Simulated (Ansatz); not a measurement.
# C2H6O3SSi: one species, many methods

An exercise on one series of results from a longer session: the logs are not shown, and one member is left open.

The runs use Ansatz 0.2.0, Gaussian basis; functionals in def2-TZVPP, the program's frozen cores in correlated methods.

Plan: PBE-D4, r2SCAN-D4, PBE0-D4, B3LYP-D4, ωB97X-V, ωB97M-V, B2PLYP; CCSD(T)/def2-TZVPP; MP2/def2-QZVPP; extrapolation to the limit.

## The geometry

The geometry comes from an earlier relaxation with PBE0-D4 in a triple-zeta def2 set; it is a stationary point, not always the lowest conformer.

SMILES `C=CS[Si](O)(O)O`, 13 atoms, charge 0, spin multiplicity 1.

Atoms are counted from 1 here; the program's logs count them from 0.

Bond lengths: C1–C2 1.329 Å, C1–H8 1.085 Å, C1–H9 1.084 Å, C2–S3 1.760 Å, C2–H10 1.086 Å, S3–Si4 2.144 Å, Si4–O5 1.628 Å, Si4–O6 1.625 Å, Si4–O7 1.625 Å, O5–H11 0.959 Å, O6–H12 0.959 Å, O7–H13 0.960 Å. Angles: C2–C1–H8 122.9°, C2–C1–H9 119.6°, H8–C1–H9 117.4°, C1–C2–S3 128.6°, C1–C2–H10 119.9°, S3–C2–H10 111.5°, C2–S3–Si4 101.6°, S3–Si4–O5 112.1°, S3–Si4–O6 106.3°, S3–Si4–O7 110.7°, O5–Si4–O6 108.7°, O5–Si4–O7 108.5°, O6–Si4–O7 110.4°, Si4–O5–H11 117.1°, Si4–O6–H12 117.6°, Si4–O7–H13 116.5°.

The first run:

in.yaml

```yaml
crystal:
  periodic: [false, false, false]
  atoms:
    - {symbol: C, position_ang: [1.312934, 1.523922, -0.331001]}
    - {symbol: C, position_ang: [1.476483, 0.415576, -1.046729]}
    - {symbol: S, position_ang: [0.877049, -1.205627, -0.713751]}
    - {symbol: Si, position_ang: [-0.884393, -0.785486, 0.434741]}
    - {symbol: O, position_ang: [-0.528462, -0.239727, 1.927132]}
    - {symbol: O, position_ang: [-1.686749, -2.192231, 0.572946]}
    - {symbol: O, position_ang: [-1.807427, 0.323088, -0.312383]}
    - {symbol: H, position_ang: [0.783818, 1.541623, 0.615789]}
    - {symbol: H, position_ang: [1.745108, 2.454876, -0.679122]}
    - {symbol: H, position_ang: [2.054850, 0.444383, -1.965482]}
    - {symbol: H, position_ang: [0.074432, -0.768475, 2.452698]}
    - {symbol: H, position_ang: [-2.072566, -2.563999, -0.221909]}
    - {symbol: H, position_ang: [-1.345076, 1.052096, -0.732917]}
basis:
  gaussian: {orbitals: def2-TZVPP}
hamiltonian: {xc: pbe, dispersion: d4}
output: {forces: true, orbitals: {seedname: orbitals}}
```

Launch:

```bash
$ ansatz run in.yaml --threads 2 --pin off --events-out ev --progress --plain --max-ram 22528MiB --backend cuda --devices 0, --max-vram 18GiB
```

Steps of the session up to this table: PBE-D4 (GGA); r2SCAN-D4 (meta-GGA); PBE0-D4 (hybrid); B3LYP-D4 (hybrid); ωB97X-V (range-separated); ωB97M-V (range-separated); B2PLYP (double hybrid); CCSD(T) in def2-TZVPP; MP2 in def2-QZVPP.

One table of the session follows, with a row left open; its other results are not shown here.

It belongs to the step «Atomisation energies». 

```
            method  atomisation energy (kJ/mol)
            PBE-D4                       5456.2
         r2SCAN-D4                            ?
           PBE0-D4                       5325.9
          B3LYP-D4                       5315.7
           ωB97X-V                       5344.2
           ωB97M-V                       5363.0
            B2PLYP                       5270.3
     HF/def2-TZVPP                       3765.4
    MP2/def2-TZVPP                       5346.2
   CCSD/def2-TZVPP                       5094.8
CCSD(T)/def2-TZVPP                       5192.8
           MP2/CBS                       5514.2
       CCSD(T)/CBS                       5360.8
```

Q: Estimate the row for r2SCAN-D4 from the others.

The run gave: atomisation energy (kJ/mol): 5362.6. In the column «atomisation energy (kJ/mol)» it lies between CCSD(T)/CBS (5360.8) and ωB97M-V (5363.0).

Caveats from the session: Free atoms (2 C, 1 S, 1 Si, 3 O, 6 H) were run apart at each level; the atomisation energy is their sum less the molecule, without zero-point or spin-orbit terms.
